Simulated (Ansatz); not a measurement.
# CCSD/def2-SVP (core potential) run of InSiH4F (SMILES [F][InH][SiH3])

Aim: the electronic atomisation energy of InSiH4F at CCSD/def2-SVP (core potential), from 5 runs. 

Program for the calculation: Ansatz 0.2.0.

56 further runs of the same task are left out: 56 set aside as unsound or not needed.

## Step 1: Starting point

InSiH4F: 7 atoms, total charge 0, spin state singlet. As SMILES, `[F][InH][SiH3]`. The shape is that of a PBE0-D4/def2-TZVP optimisation.

Bond lengths: F1–In2 1.968 Å, In2–Si3 2.558 Å, In2–H4 1.714 Å, Si3–H5 1.486 Å, Si3–H6 1.486 Å, Si3–H7 1.487 Å. Angles: F1–In2–Si3 109.2°, F1–In2–H4 109.4°, Si3–In2–H4 141.4°, In2–Si3–H5 109.2°, In2–Si3–H6 109.1°, In2–Si3–H7 111.4°, H5–Si3–H6 109.2°, H5–Si3–H7 109.0°, H6–Si3–H7 109.0°.

## Step 2: The energy at CCSD/def2-SVP (core potential)

Input file run.yaml:

```yaml
crystal:
  periodic: [false, false, false]
  atoms:
    - {symbol: F, position_ang: [-0.196000, -2.340000, 1.298800]}
    - {symbol: In, position_ang: [-0.756000, -1.164900, -0.176800]}
    - {symbol: Si, position_ang: [0.528000, 1.043100, -0.028600]}
    - {symbol: H, position_ang: [-1.937800, -1.965900, -1.125300]}
    - {symbol: H, position_ang: [1.986000, 0.765900, -0.108800]}
    - {symbol: H, position_ang: [0.226000, 1.696000, 1.272200]}
    - {symbol: H, position_ang: [0.149800, 1.965800, -1.131400]}
basis:
  gaussian:
    orbitals: def2-SVP
correlation:
  method: ccsd
  frozen_orbitals: {F: 1, H: 0, In: 4, Si: 5}
accuracy: high
scf:
  omitted_lower_state_checks: [cluster_reference, increment]
```

On the command line:

```bash
$ ansatz run run.yaml --threads 1 --pin off --max-ram 3480MiB --events-out events.jsonl --progress --plain --runs-dir runs
```

Standard output:

```text
Warning: RAYON_NUM_THREADS=1 ignored (pool sized by the plan → 1); use --threads N
Functional definition: HF
  name "HF"
  exchange = exact_x
  correlation = 0
these checks for a lower state are left out or cut short: cluster_reference, increment
1767 factors; integrals over basis functions are off by at most 7.9e-9 eV
mean field evaluation 1: about -15772.8236 eV, gradient 3.4e1 eV
mean field evaluation 2: about -15772.8881 eV, gradient 3.4e1 eV
mean field evaluation 4: about -15775.6064 eV, gradient 2.3e0 eV
mean field evaluation 8: about -15775.6521 eV, gradient 1.0e-1 eV
mean field evaluation 16: about -15775.6521 eV, gradient 2.8e-8 eV
mean field -15775.65214237 eV, -579.7445231110 hartree, gradient 2.8e-8 eV, S^2 0.000000; 0 other end points of the search recorded, 0 dependent functions left out
10 core orbitals not correlated: weight in the atoms' cores, before any rotation towards them, 1.000 or more for the frozen orbitals, at most 0.000 for the correlated occupied ones
reference -15775.65214237 eV, -579.7445231110 hartree; 14, 14 occupied and 54, 54 virtual orbitals, 1767 factors
second order -10.30168279 eV of doubles, -0.00000000 eV of singles
cycle   1  -10.85796707 eV  change   -5.6e-1 eV  update   1.0e-1
cycle   2  -11.20617295 eV  change   -3.5e-1 eV  update   3.5e-2
cycle   3  -11.32544250 eV  change   -1.2e-1 eV  update   2.3e-2
cycle   4  -11.32615419 eV  change   -7.1e-4 eV  update   5.9e-3
cycle   5  -11.32269364 eV  change    3.5e-3 eV  update   2.8e-3
cycle   6  -11.32249092 eV  change    2.0e-4 eV  update   8.8e-4
cycle   7  -11.32243892 eV  change    5.2e-5 eV  update   3.6e-4
cycle   8  -11.32238629 eV  change    5.3e-5 eV  update   1.3e-4
cycle   9  -11.32241046 eV  change   -2.4e-5 eV  update   5.2e-5
cycle  10  -11.32243740 eV  change   -2.7e-5 eV  update   1.9e-5
cycle  11  -11.32243242 eV  change    5.0e-6 eV  update   6.5e-6
cycle  12  -11.32243112 eV  change    1.3e-6 eV  update   2.5e-6
cycle  13  -11.32243187 eV  change   -7.5e-7 eV  update   8.3e-7
cycle  14  -11.32243176 eV  change    1.1e-7 eV  update   3.2e-7
cycle  15  -11.32243212 eV  change   -3.6e-7 eV  update   1.3e-7
cycle  16  -11.32243227 eV  change   -1.5e-7 eV  update   5.5e-8
cycle  17  -11.32243233 eV  change   -5.7e-8 eV  update   2.9e-8
cycle  18  -11.32243290 eV  change   -5.7e-7 eV  update   1.1e-7
cycle  19  -11.32243291 eV  change   -9.9e-9 eV  update   3.0e-8
cycle  20  -11.32243292 eV  change   -1.5e-8 eV  update   1.3e-8
cycle  21  -11.32243293 eV  change   -8.9e-9 eV  update   3.9e-9
cycle  22  -11.32243293 eV  change    2.0e-9 eV  update   1.8e-9
Total energy: -15786.97457530 eV, -580.1606148465 hartree
Checks for a lower state left out: cluster_reference, increment
```

It took 9 s on 1 thread of Arm Neoverse V2, shared host; peak memory 0.38 GiB.

## Step 3: The F atom at the same level

Input file molecule.yaml:

```yaml
basis:
  gaussian: {orbitals: def2-SVP}
crystal:
  periodic: [false, false, false]
  atoms:
    - {symbol: F, position_ang: [0.000000, 0.000000, 0.000000]}
magnetization: {spin_polarized: true, initial_magnetization: 1}
correlation: {method: ccsd, frozen_orbitals: {F: 1}}
accuracy: high
scf: {omitted_lower_state_checks: [cluster_reference, increment]}
```

Run the same way, it converges to -99.43380 Eh (log not shown).

## Step 4: The H atom: a single-point energy at UHF/def2-SVP

Input file input.yaml:

```yaml
crystal:
  periodic: [false, false, false]
  atoms:
    - symbol: H
      position_ang: [0.000000, 0.000000, 0.000000]
basis:
  gaussian: {orbitals: def2-SVP}
magnetization: {spin_polarized: true, initial_magnetization: 1}
hamiltonian: {xc: hf}
accuracy: high
```

Run the same way, it converges to -0.49928 Eh (log not shown).

## Step 5: The In atom at the same level

Input file input.yaml:

```yaml
crystal:
  periodic: [false, false, false]
  atoms:
    - {symbol: In, position_ang: [0.000000, 0.000000, 0.000000]}
basis:
  gaussian: {orbitals: def2-SVP}
magnetization: {spin_polarized: true, initial_magnetization: 1}
correlation: {method: ccsd, frozen_orbitals: {In: 4}}
accuracy: high
scf: {omitted_lower_state_checks: [cluster_reference, increment]}
```

Run the same way, it converges to -189.27064 Eh (log not shown).

## Step 6: The Si atom at the same level

Input file molecule.yaml:

```yaml
crystal:
  periodic: [false, false, false]
  atoms:
    - {symbol: Si, position_ang: [0.000000, 0.000000, 0.000000]}
basis:
  gaussian: {orbitals: def2-SVP}
scf: {omitted_lower_state_checks: [cluster_reference, increment]}
correlation: {method: ccsd, frozen_orbitals: {Si: 5}}
accuracy: high
magnetization: {spin_polarized: true, initial_magnetization: 2}
```

Run the same way, it converges to -288.81458 Eh (log not shown).

## Step 7: What came out

Level: CCSD/def2-SVP (core potential), 10 core orbitals frozen.

| quantity | value |
| --- | --- |
| molecule: total energy | -580.16061 Eh |
| molecule: correlation energy (10 core orbitals frozen) | -416.1 mEh |
| molecule: T1 diagnostic | 0.014 |
| F atom: total energy | -99.43380 Eh |
| F atom: correlation energy (1 core orbital frozen) | -149.7 mEh |
| F atom: ⟨S²⟩ of the reference determinant | 0.752 |
| F atom: T1 diagnostic | 0.003 |
| H atom: total energy | -0.49928 Eh |
| H atom: ⟨S²⟩ | 0.750 |
| In atom: total energy | -189.27064 Eh |
| In atom: correlation energy (4 core orbitals frozen) | -64.3 mEh |
| In atom: ⟨S²⟩ of the reference determinant | 0.759 |
| In atom: T1 diagnostic | 0.007 |
| Si atom: total energy | -288.81458 Eh |
| Si atom: correlation energy (5 core orbitals frozen) | -61.5 mEh |
| Si atom: ⟨S²⟩ of the reference determinant | 2.009 |
| Si atom: T1 diagnostic | 0.010 |
| electronic atomisation energy | 17.537 eV |

Taking the molecule apart into free atoms costs 17.54 eV (1692 kJ/mol), before zero-point energy and without spin-orbit coupling.
